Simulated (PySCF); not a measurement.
# HBr+: a composite coupled-cluster curve

Aim: bond length, wavenumber and bond energy of HBr+ near the limit of CCSD(T), built from two basis sets and any small corrections listed.

Computed with PySCF 2.14.0. Level: CCSD(T) on ROHF, scalar-relativistic core potentials.

### 1 The job

```
molecule             : HBr+
state                : doublet, unpaired electrons π ↑
smaller basis        : H aug-cc-pVTZ, Br aug-cc-pVTZ-PP with ECP10
larger basis         : H aug-cc-pVQZ, Br aug-cc-pVQZ-PP with ECP10
frozen core orbitals : 9
extrapolation        : correlation as n⁻³ (n = 3, 4), Hartree–Fock as (n+1)·exp(−9√n)
corrections          : core–valence correlation
distances (Å)        : 1.2874, 1.3460, 1.4045, 1.4630, 1.5215, 1.5947, 1.6678
masses (u)           : 1.0078, 78.9183
dissociation limit   : H + Br+
```

Started as:

```bash
OMP_NUM_THREADS=4 python comp.py task.json out
```

### 2 Coupled cluster at each distance

What does the calculation give? Wanted: for each run, Re; ωe; ωexe; αe; De.

**Answer**, as computed:

| level | Re (Å) | ωe (cm⁻¹) | ωexe (cm⁻¹) | αe (cm⁻¹) | De (eV) |
| --- | --- | --- | --- | --- | --- |
| CCSD(T)/aug-cc-pVTZ(-PP) | 1.4518 | 2443.7 | 46.3 | 0.240 | 3.941 |
| CCSD(T)/aug-cc-pVQZ(-PP) | 1.4513 | 2443.2 | 46.0 | 0.240 | 4.010 |
| HF/CBS | 1.4341 | 2585.1 | 42.1 | 0.221 | 2.875 |
| MP2/CBS | 1.4442 | 2498.0 | 44.0 | 0.232 | 3.937 |
| CCSD/CBS | 1.4490 | 2461.7 | 44.8 | 0.237 | 4.009 |
| CCSD(T)/CBS | 1.4518 | 2440.7 | 45.5 | 0.240 | 4.057 |
| CCSD(T)/CBS+CV | 1.4473 | 2446.4 | 45.6 | 0.241 | 4.084 |

**Reading.** The last step gives Re = 1.4473 Å, ωe = 2446.4 cm⁻¹ and De = 4.084 eV; the smaller basis alone is off from it by +4.5 mÅ and -0.14 eV. Near the minimum the mean field binds by 2.87 eV and correlation adds 1.19 eV of binding. T1 is 0.015. Spin–orbit coupling and excitations beyond (T) are left out.
